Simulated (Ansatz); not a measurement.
# NaGe+ (triplet): B2PLYP, RPA-PBE over a scan of the distance Ge1–Na2, aug-cc-pVTZ

Aim: run NaGe+ (triplet) with these functionals over a scan of the distance Ge1–Na2, and hold them against the top wave-function level at the same points.

Computed with Ansatz 0.2.0, Gaussian basis. Level: aug-cc-pVTZ, all electrons in the functionals, frozen cores in the correlation of double hybrids and RPA.

The runs, in order: B2PLYP, RPA-PBE, at 2.626 Å; 2.882 Å; 3.212 Å; 3.504 Å; 3.956 Å; 4.358 Å; 5.112 Å; 5.963 Å; 7.110 Å; 8.521 Å; 10.946 Å.

53 further runs of the same task are left out: 29 for a known fault of the program, 18 that didn't finish, 6 set aside as unsound or not needed.

**1. The geometry**

The geometry derives from a PBE0/def2-TZVP stationary point (not a proven minimum). One bond is set to the value named and the two fragments are kept rigid. No spin-orbit coupling is included. The filled d shell of Ge may be among the frozen orbitals whatever the setting's name suggests; the logs give the count.

2 atoms, charge 1, spin multiplicity 3.

Atoms are counted from 1 here; the program's logs count them from 0.

No contacts short enough for the rule that draws bonds.

No dispersion term is added.

The geometry shown and the zero of energy belong to the point 3.212 Å. The yardstick, FCI, and other wave-function levels (R restricted, U unrestricted, valence and pair active spaces) come from earlier runs.

**2. B2PLYP, 2.626 Å**

in.yaml reads:

```yaml
crystal:
  periodic: [false, false, false]
  atoms:
    - {symbol: Ge, position_ang: [0.000000, 0.000000, 0.000000]}
    - {symbol: Na, position_ang: [0.000000, 0.000000, 2.626000]}
basis:
  gaussian: {orbitals: aug-cc-pVTZ}
total_charge: 1
magnetization: {spin_polarized: true, initial_magnetization: 2}
hamiltonian: {xc: {name: B2PLYP}}
correlation: {electrons: outside_noble_gas}
```

Command:

```sh
$ ansatz run in.yaml --threads 1 --pin off --events-out ev --progress --plain --max-ram 2393MiB
```

Further steps of the session: B2PLYP, 2.882 Å; B2PLYP, 3.212 Å; B2PLYP, 3.504 Å; B2PLYP, 3.956 Å; B2PLYP, 4.358 Å; B2PLYP, 5.112 Å; B2PLYP, 5.963 Å; B2PLYP, 7.110 Å; B2PLYP, 8.521 Å; B2PLYP, 10.946 Å; RPA-PBE, 2.626 Å; RPA-PBE, 2.882 Å; RPA-PBE, 3.212 Å; RPA-PBE, 3.504 Å; RPA-PBE, 3.956 Å; RPA-PBE, 4.358 Å; RPA-PBE, 5.112 Å; RPA-PBE, 5.963 Å; RPA-PBE, 7.110 Å; RPA-PBE, 8.521 Å; RPA-PBE, 10.946 Å.

Before running them: what should the planned runs give, taken together? Wanted: span of the FCI curve; largest miss, B2PLYP; largest miss, RPA-PBE.

The runs gave:

| quantity | value |
| --- | --- |
| span of the FCI curve | 10.7 kcal/mol |
| largest miss, B2PLYP | +1.8 kcal/mol (10.946 Å) |
| largest miss, RPA-PBE | -2.2 kcal/mol (7.110 Å) |

What this shows: B2PLYP strays by up to 1.8 kcal/mol, at 10.946 Å. Functionals and the yardstick converge differently with the basis, so part of each miss in aug-cc-pVTZ is the basis.
